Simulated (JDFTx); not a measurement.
Set up this calculation in JDFTx 1.7.0 (patched build), as the native input.

```
Task                                    : single point
Functional                              : PBEsol
Potentials or basis                     : PseudoDojo-SR-PBEsol-0.4.1-standard with smoothed tails
Cutoff                                  : 1306 eV
Density cutoff                          : 10449 eV
k mesh                                  : 9 × 9 × 9
Occupations                             : fermi-dirac, width 0.05 eV
Spin                                    : collinear spin, ferromagnetic start
Starting moments                        : [2.0, 4.0] μB
Local potential set to -Z/r beyond      : 6 bohr
Density cutoff over wavefunction cutoff : 8
Max SCF steps                           : 100
SCF threshold on the energy             : 1e-09 Ha
Solver of the electrons                 : scf
Further solve for the empty bands       : yes
```

The system is MnCo.

```
Co Mn
1.0
     2.85360    0.00000    0.00000
     0.00000    2.85360    0.00000
     0.00000    0.00000    2.85360
Co Mn
1 1
Direct
  0.50000 0.50000 0.50000
  0.00000 0.00000 0.00000
```

The cell comes from a database or a generator and needn't be the stable form of this composition.

One way to write it, as run:

MnCo.in

```
lattice \
    5.3925224692     0.0000000000     0.0000000000 \
    0.0000000000     5.3925224692     0.0000000000 \
    0.0000000000     0.0000000000     5.3925224692
coords-type Lattice
ion Co     0.5000000000     0.5000000000     0.5000000000 1
ion Mn     0.0000000000     0.0000000000     0.0000000000 1

ion-species pseudo/Co.upf
ion-species pseudo/Mn.upf
elec-cutoff 48 384
elec-ex-corr gga-PBEsol
kpoint-folding 9 9 9
elec-smearing Fermi 0.0018374661
elec-n-bands 26
spintype z-spin
initial-magnetic-moments Co 2 Mn 4
elec-initial-magnetization 6 no
electronic-SCF nIterations 100 energyDiffThreshold 1e-09
electronic-minimize nIterations 30 energyDiffThreshold 1e-7
converge-empty-states yes
forces-output-coords Cartesian

dump-name run.$VAR
dump End Ecomponents EigStats BandEigs Kpoints Forces Stress
```

Potentials or basis: PseudoDojo-SR-PBEsol-0.4.1-standard with smoothed tails.

Launch:

```bash
$ jdftx -c 1 -i MnCo.in -o MnCo.out
```

Results of the run:

```
Pressure               : -9.1 GPa
Band gap on the k mesh : none (metal or under the smearing width)
Net moment             : 4.03 μB per cell
Absolute moment        : 4.15 μB per cell
Site moments           : Co +1.16; Mn +2.96 μB
```

It took 3.6 min on 1 thread of Arm Neoverse V2 (shared host), peak memory 0.21 GiB.
